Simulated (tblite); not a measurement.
# C7H13NOSi: the cost of one run

Computed with tblite 0.8.0 and PySCF 2.14.0, with density-fitted response routines of our own, on a single molecule in the gas phase. Atoms are numbered from 0 throughout.

## (1) The starting structure

23 atoms, charge 0, multiplicity 1; geometry from: force field or distance geometry start.

Bonds of the start (Å): C0–C1 1.52, C1–C2 1.53, C1–O3 1.43, O3–Si4 1.64, Si4–C5 1.88, C5–C6 1.58, C6–C7 1.46, C7–N8 1.16, C6–C9 1.58, C9–Si4 1.88, C0–H10 1.10, C0–H11 1.09, C0–H12 1.11, C1–H13 1.09, C2–H14 1.11, C2–H15 1.09, C2–H16 1.10, Si4–H17 1.49, C5–H18 1.09, C5–H19 1.10, C6–H20 1.09, C9–H21 1.09, C9–H22 1.10.

## (2) Optimising the geometry with GFN2-xTB

Job settings and geometry (Å):

```
{"job": {"kind": "relax", "xc": "GFN2-xTB", "basis": "xTB"}, "charge": 0, "multiplicity": 1}
C     -3.252600    -0.598900    -0.171900
C     -1.986600     0.226500    -0.329900
C     -2.070600     1.512300     0.487100
O     -0.904600    -0.555700     0.183100
Si     0.513300    -0.693600    -0.639400
C      1.726500     0.738900    -0.471000
C      2.886900    -0.324400    -0.377400
C      4.017000     0.085900     0.458000
N      4.914300     0.405900     1.111400
C      1.976700    -1.446100     0.272500
H     -4.135600    -0.042900    -0.533600
H     -3.188100    -1.533500    -0.736100
H     -3.435600    -0.874100     0.884900
H     -1.843600     0.462100    -1.386300
H     -2.929800     2.133800     0.154900
H     -1.168000     2.109700     0.387300
H     -2.192700     1.309600     1.556400
H      0.344500    -1.169300    -2.041100
H      1.792600     1.416600    -1.320600
H      1.567600     1.327400     0.447100
H      3.246400    -0.616300    -1.368300
H      2.237800    -2.465400    -0.015500
H      1.879500    -1.381600     1.369000
```

Run with:

```sh
> OMP_NUM_THREADS=1 python probes_run.py task.json out
```

The driver reads the jobs from task.json and runs them one after another.

**Question.** How long does this first job take on 1 thread of Arm Neoverse N1, shared host, and how much memory does it need?

About 1.6 s, with a peak of 0.18 GiB.
